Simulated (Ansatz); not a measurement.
# ZrH2+ (sextet): wave-function methods side by side, def2-TZVPP

One table from this session's results is given with a row withheld; the runs are named, their logs left out.

The runs use Ansatz 0.2.0, Gaussian basis; def2-TZVPP, core rule «outside noble gas», up to 4 orbitals frozen.

The runs, in order: UHF; ROHF; CCSD(T) on UHF.

### What is computed

The geometry is a PBE0/def2-TZVP stationary point (not a proven minimum) of the parent state, kept for this charge and spin. No spin-orbit coupling is included. Elements past krypton take def2 core potentials.

3 atoms, charge 1, spin multiplicity 6.

Atoms are counted from 1 here; the program's logs count them from 0.

Bond lengths: Zr1–H2 1.969 Å, Zr1–H3 1.969 Å. Angles: H2–Zr1–H3 180.0°.

Set-up of the first run:

Input file in.yaml:

```yaml
crystal:
  periodic: [false, false, false]
  atoms:
    - {symbol: Zr, position_ang: [0.000000, 0.000000, 0.000000]}
    - {symbol: H, position_ang: [0.000000, 0.000000, -1.968800]}
    - {symbol: H, position_ang: [0.000000, 0.000000, 1.968800]}
basis:
  gaussian: {orbitals: def2-TZVPP}
total_charge: 1
magnetization: {spin_polarized: true, initial_magnetization: 5}
hamiltonian: {xc: hf}
output: {orbitals: {seedname: orbitals}}
```

Started as:

```bash
$ ansatz run in.yaml --threads 1 --pin off --events-out ev --progress --plain --max-ram 4096MiB --backend cpu
```

Steps of the session up to this table: UHF; ROHF; CCSD(T) on UHF.

One of the session's tables, all rows but one given; the rest of the session is left out.

| method | from UCCSD(T) (kJ/mol) |
| --- | --- |
| ROHF | +94.1 |
| UHF | ? |
| UMP2 | +21.1 |
| UCCSD | +1.3 |
| UCCSD(T) | 0 |

Estimate the missing values for UHF.

As computed: from UCCSD(T) (kJ/mol): +82.4. In the column «from UCCSD(T) (kJ/mol)» it lies between UMP2 (+21.1) and ROHF (+94.1).
